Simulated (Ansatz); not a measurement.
Runs of Ansatz 0.2.0 on ScSi2. Symmetry: P6/mmm, No. 191, hexagonal system. The conventional cell has a = 3.660 Å, b = 3.660 Å, c = 3.870 Å, α = 90.00°, β = 90.00°, γ = 120.00°. Sc (site symmetry 6/mmm) is surrounded by 12 Si at 2.87 Å. Si (site symmetry -6m2) has 3 Si at 2.11 Å as nearest neighbours. 

| task | level | potentials or basis | spin | U | cell | cutoff (eV) | smearing | hubbard projectors | double counting | gap on the mesh (eV) | pressure (GPa) |
| --- | --- | --- | --- | --- | --- | --- | --- | --- | --- | --- | --- |
| ladder of functionals | r2SCAN+D4 | SPMS NC | off | - | as given | 544 | methfessel-paxton 0.1 eV | - | - | none | 23.6 |
| projected density of states | PBEsol+D3(BJ) | Ansatz PAW | off | - | as given | 420 | fermi-dirac 0.05 eV | - | - | none | 16.6 |
| projected density of states | LDA+U | Ansatz PAW | off | Sc d U = 5.3 eV | as given | 420 | fermi-dirac 0.1 eV | atomic | fll (the default) | none | (a) |
| relaxation of cell and atoms | exchange-only PBE | JTH PAW | collinear, ferromagnetic start | - | relaxed | 1350 | methfessel-paxton 0.01 eV | - | - | - | 0.0 |

Alike in all rows: k mesh 8 × 8 × 7.

Fill in the values left out.

(a) 24.6.

Caveats: so large a pressure means that the cell lies far from this level's equilibrium, or that cutoff or potentials fall short (some runs); pairwise dispersion overbinds metals, which lowers pressure and volume (some runs); the PAW data sets come from PBE, with cores solved anew for the run's functional, which leaves a small shift of forces and pressure (some runs); the meta-GGA runs on potentials made for a GGA (some runs); the potentials were made for another functional, which shifts forces and pressure (some runs); U without spin polarisation on a metal has little footing (some runs); the U is typed as a test and isn't derived for this compound (some runs).

A gap of «none» marks a metal or a gap under the smearing width.
